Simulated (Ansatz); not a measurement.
**C₅H₅AgBrN: one species, many methods**

The task here is to estimate one member of a computed series from the others.

Method: functionals in def2-TZVPP, the program's frozen cores in correlated methods; program: Ansatz 0.2.0, Gaussian basis.

Plan: LDA (SPW92), PBE-D4, revPBE-D4, BLYP-D4, r2SCAN-D4, B97M-V, PBE0-D4, B3LYP-D4, r2SCANh-D4, r2SCAN0-D4, HSE06-D4, BHLYP-D4, CAM-B3LYP-D4, LC-ωPBE, ωB97X-V, ωB97M-V, B2PLYP, PBE-QIDH; CCSD(T)/def2-SVP; CCSD(T)/def2-TZVPP; MP2/def2-QZVPP; extrapolation to the limit; RPA on PBE.

1 further run of the same task is left out (it didn't finish).

### The geometry

All runs share one geometry, relaxed beforehand with PBE0-D4 in a triple-zeta def2 set. Ag takes the def2 core potential; no spin-orbit term is included.

SMILES `[Br][Ag-][n+]1ccccc1`, 13 atoms, charge 0, spin multiplicity 1.

Atoms are counted from 1 here; the program's logs count them from 0.

Bond lengths: Br1–Ag2 2.395 Å, Ag2–N3 2.144 Å, N3–C4 1.336 Å, N3–C8 1.336 Å, C4–C5 1.382 Å, C4–H9 1.083 Å, C5–C6 1.385 Å, C5–H10 1.082 Å, C6–C7 1.385 Å, C6–H11 1.084 Å, C7–C8 1.382 Å, C7–H12 1.082 Å, C8–H13 1.083 Å. Angles: Br1–Ag2–N3 180.0°, Ag2–N3–C4 120.8°, Ag2–N3–C8 120.8°, C4–N3–C8 118.4°, N3–C4–C5 122.6°, N3–C4–H9 116.4°, C5–C4–H9 121.0°, C4–C5–C6 118.8°, C4–C5–H10 119.7°, C6–C5–H10 121.5°, C5–C6–C7 118.7°, C5–C6–H11 120.6°, C7–C6–H11 120.6°, C6–C7–C8 118.8°, C6–C7–H12 121.5°, C8–C7–H12 119.7°, N3–C8–C7 122.6°, N3–C8–H13 116.4° and more.

Geometry (Å):

```
atom    x (Å)    y (Å)    z (Å)
 Br1   0.3346  -2.2661   4.8545
 Ag2   0.1864  -1.2549   2.6884
  N3   0.0533  -0.3497   0.7499
  C4  -0.2280   0.9495   0.6195
  C5  -0.3248   1.5711  -0.6112
  C6  -0.1226   0.8196  -1.7565
  C7   0.1694  -0.5275  -1.6250
  C8   0.2480  -1.0717  -0.3568
  H9  -0.3796   1.5036   1.5379
 H10  -0.5554   2.6274  -0.6615
 H11  -0.1915   1.2768  -2.7365
 H12   0.3359  -1.1569  -2.4896
 H13   0.4742  -2.1212  -0.2131
```

Set-up of the first run:

Contents of in.yaml:

```yaml
crystal:
  periodic: [false, false, false]
  atoms:
    - {symbol: Br, position_ang: [0.334632, -2.266117, 4.854457]}
    - {symbol: Ag, position_ang: [0.186403, -1.254859, 2.688396]}
    - {symbol: N, position_ang: [0.053300, -0.349672, 0.749877]}
    - {symbol: C, position_ang: [-0.228009, 0.949517, 0.619544]}
    - {symbol: C, position_ang: [-0.324839, 1.571102, -0.611250]}
    - {symbol: C, position_ang: [-0.122588, 0.819601, -1.756461]}
    - {symbol: C, position_ang: [0.169440, -0.527468, -1.624981]}
    - {symbol: C, position_ang: [0.248036, -1.071696, -0.356815]}
    - {symbol: H, position_ang: [-0.379605, 1.503565, 1.537923]}
    - {symbol: H, position_ang: [-0.555441, 2.627416, -0.661539]}
    - {symbol: H, position_ang: [-0.191451, 1.276787, -2.736485]}
    - {symbol: H, position_ang: [0.335904, -1.156943, -2.489594]}
    - {symbol: H, position_ang: [0.474217, -2.121244, -0.213073]}
basis:
  gaussian: {orbitals: def2-TZVPP}
hamiltonian: {xc: lda}
output: {orbitals: {seedname: orbitals}}
```

Launch:

```console
$ ansatz run in.yaml --threads 2 --pin off --events-out ev --progress --plain --max-ram 22528MiB --backend cuda --devices 0, --max-vram 18GiB
```

Among the steps run: LDA; PBE-D4 (GGA); revPBE-D4 (GGA); BLYP-D4 (GGA); r2SCAN-D4 (meta-GGA); B97M-V (meta-GGA); PBE0-D4 (hybrid); B3LYP-D4 (hybrid); r2SCANh-D4 (hybrid); r2SCAN0-D4 (hybrid); HSE06-D4 (hybrid); BHLYP-D4 (hybrid); CAM-B3LYP-D4 (range-separated); LC-ωPBE (range-separated); ωB97X-V (range-separated); ωB97M-V (range-separated); B2PLYP (double hybrid); PBE-QIDH (double hybrid).

One table of the session follows, with a row left open; its other results are not shown here.

It belongs to the step «Orbital energies across the functionals». 

```
  functional  HOMO (eV)  LUMO (eV)  gap (eV)
 LDA (SPW92)      -5.45      -3.38      2.07
      PBE-D4      -5.23      -3.13      2.11
   revPBE-D4      -5.15      -3.04      2.12
     BLYP-D4          ?          ?         ?
   r2SCAN-D4      -5.47      -3.00      2.46
      B97M-V      -5.51      -2.91      2.60
     PBE0-D4      -6.34      -2.26      4.09
    B3LYP-D4      -6.12      -2.43      3.68
  r2SCANh-D4      -5.88      -2.68      3.21
  r2SCAN0-D4      -6.52      -2.19      4.34
    HSE06-D4      -5.95      -2.63      3.32
    BHLYP-D4      -7.35      -1.21      6.13
CAM-B3LYP-D4      -7.62      -1.17      6.45
     LC-ωPBE      -8.92      -0.17      8.75
     ωB97X-V      -8.61      -0.16      8.45
     ωB97M-V      -8.51      -0.20      8.31
```

Q: Estimate the row for BLYP-D4 from the others.

Worked estimate for «HOMO (eV)». Against the share of exact exchange, B3LYP-D4 (0.2, -6.12), BHLYP-D4 (0.5, -7.35) give a slope of -4.10 per unit share; at 0 the line stands at -5.30.

As computed: HOMO (eV): -5.07; LUMO (eV): -2.96; gap (eV): 2.11. In «HOMO (eV)» the line misses by -0.23.
